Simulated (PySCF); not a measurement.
# [Dy(OH)3(NH3)]+: other functionals and bases at one geometry

The task here is to estimate one member of a computed series from the others.

Computed with PySCF 2.14.0. Level: several levels, as the steps say, no spin–orbit coupling.

1 further run of the same task is left out (for a known fault of the program).

**Where the work starts**

11 atoms, charge 1, spin multiplicity 1.

Bond lengths: Dy1–O2 1.942 Å, Dy1–O4 1.942 Å, Dy1–O6 1.942 Å, Dy1–N8 2.384 Å, O2–H3 0.963 Å, O4–H5 0.963 Å, O6–H7 0.963 Å, N8–H9 1.026 Å, N8–H10 1.026 Å, N8–H11 1.026 Å. Angles: O2–Dy1–O4 115.0°, O2–Dy1–O6 114.7°, O2–Dy1–N8 103.5°, O4–Dy1–O6 114.8°, O4–Dy1–N8 103.1°, O6–Dy1–N8 103.6°, Dy1–O2–H3 169.4°, Dy1–O4–H5 168.7°, Dy1–O6–H7 169.0°, Dy1–N8–H9 112.9°, Dy1–N8–H10 113.2°, Dy1–N8–H11 113.0°, H9–N8–H10 105.7°, H9–N8–H11 105.6°, H10–N8–H11 105.7°.

As a file:

| atom | x (Å) | y (Å) | z (Å) |
| --- | --- | --- | --- |
| Dy1 | 0.06190 | -0.09867 | 0.15135 |
| O2 | 1.12597 | 1.17363 | 1.16125 |
| H3 | 1.72657 | 1.65972 | 1.73590 |
| O4 | -1.26898 | -1.06086 | 1.18775 |
| H5 | -1.77935 | -1.61243 | 1.79013 |
| O6 | 1.07331 | -1.19496 | -1.09195 |
| H7 | 1.64481 | -1.81540 | -1.55668 |
| N8 | -1.25964 | 1.28508 | -1.26995 |
| H9 | -1.87092 | 1.92447 | -0.74995 |
| H10 | -0.69914 | 1.88032 | -1.88987 |
| H11 | -1.88037 | 0.74927 | -1.88679 |

Formal oxidation states: Dy +4. Each metal's 8 4f electrons lie in its core potential, so multiplicities, spins and levels count the valence alone. An earlier session relaxed this geometry at PBE0, Dy lcecp-2-SVP with ECP54, O def2-SVP, H def2-SVP, N def2-SVP (singlet, point group Cs).

At PBE0 on the finer grid: E = -327.542333 Eh, frontier levels not given, since the 4f levels lie in the core, Mulliken charge on Dy1 +1.36 e, largest force component 0.019 eV/Å. 

Levels to run: wB97X; r2SCAN; PBE0, TZVP. Hardware: 2 threads of Arm Neoverse V2, shared host.

Set-up of the first run:

The input, run.py (the lines that set the calculation):

```python
mol = gto.M(atom='''
Dy     0.06190    -0.09867     0.15135
O      1.12597     1.17363     1.16125
H      1.72657     1.65972     1.73590
O     -1.26898    -1.06086     1.18775
H     -1.77935    -1.61243     1.79013
O      1.07331    -1.19496    -1.09195
H      1.64481    -1.81540    -1.55668
N     -1.25964     1.28508    -1.26995
H     -1.87092     1.92447    -0.74995
H     -0.69914     1.88032    -1.88987
H     -1.88037     0.74927    -1.88679''',
    basis={'Dy': 'lcecp-2-SVP', 'O': 'def2-SVP', 'H': 'def2-SVP', 'N': 'def2-SVP'},
    ecp={'Dy': 'lcecp-2-SVP'},
    charge=1, spin=0)
mf = dft.RKS(mol, xc='WB97X')
mf.grids.atom_grid = (75, 302)  # f atoms: unpruned, at least (60, 302)
mf = mf.density_fit()  # fitting sets: Dy AutoAux, O def2-universal-JKFIT, H def2-universal-JKFIT, N def2-universal-JKFIT
mf.conv_tol = 1e-08; mf.max_cycle = 55
mf.kernel(dm0)  # dm0: the density of the relaxed state
```

Run with:

```bash
> OMP_NUM_THREADS=2 python run.py
```

Steps of the session up to this table: wB97X; r2SCAN; PBE0, TZVP.

One of the session's tables, all rows but one given; the rest of the session is left out.

| level | charge on Dy1 (e) | dipole (D) | largest force component (eV/Å) |
| --- | --- | --- | --- |
| PBE0 (relaxed here) | 1.36 | 4.30 | 0.02 |
| wB97X | 1.34 | 4.32 | 0.13 |
| r2SCAN | ? | ? | ? |
| PBE0, TZVP | 1.91 | 4.41 | 0.23 |

**Question.** Estimate the row for r2SCAN.

The run gave: charge on Dy1 (e): 1.30; dipole (D): 4.24; largest force component (eV/Å): 0.13. In the column «charge on Dy1 (e)» it is the lowest.

The dipole of a charged species depends on the origin, so these sizes hold for this origin alone.

The largest leftover force, 0.23 eV/Å with PBE0, TZVP, stands at a geometry relaxed at another level. With 4f in the core, its levels are missing from HOMO and gap, and its count is fixed, so no charge can pass from the ligands into it. Total energies of different levels can't be compared.
